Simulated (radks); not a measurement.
# Ti⁴⁺ in [Ne] 3s2 3p5 3d1: an all-electron calculation

What are the levels of the titanium ion Ti4+, how large are its shells, and how does its energy divide?

Program: radks (a radial shooting solver on a logarithmic mesh, Libxc functionals) version 1. Level of theory: scalar-relativistic Kohn-Sham, Wu-Cohen GGA, spin-polarised, spherical densities, finite nucleus; open shells are filled with parallel spins first. These are calculated values, not measurements, unless marked.

**1. The system**

| Item | Value |
| --- | --- |
| element | titanium (Z = 22) |
| charge | +4 |
| electrons | 18 |
| configuration | [Ne] 3s2 3p5 3d1 |
| nuclear rms radius | 3.5921 fm |

The outer shells:

Ti⁴⁺
```
[Ne] core
3s [↑↓]
3p [↑↓][↑↓][↑ ]
3d [↑ ][  ][  ][  ][  ]
```

**2. The run**

Input:

```text
Z 22
configuration [Ne] 3s2 3p5 3d1 4s0 4p0
relativity scalar-relativistic
functional wc,pbe
spin polarised
nucleus finite rms 3.5921 fm
c 137.035999084
```

Q: Predict the outcome of this run.

The runs gave:

```
                        quantity                   value
                    total energy      -848.54232 hartree
exchange-correlation share of it                  4.72 %
                            −T/E                  1.0086
          highest occupied level       3d up, -54.149 eV
    most extended occupied level  3d up, <r> = 1.13 bohr
 radius at density 0.001 e/bohr³               2.60 bohr
    maxima of the radial density                       3
```

What this shows: 3 principal shells are occupied and 3 maxima appear in the radial density. Relativity lifts −T/E to 1.009. This is not the tabulated ground configuration, so its levels and sizes aren't those of the ground state, and no measured value stands beside it.
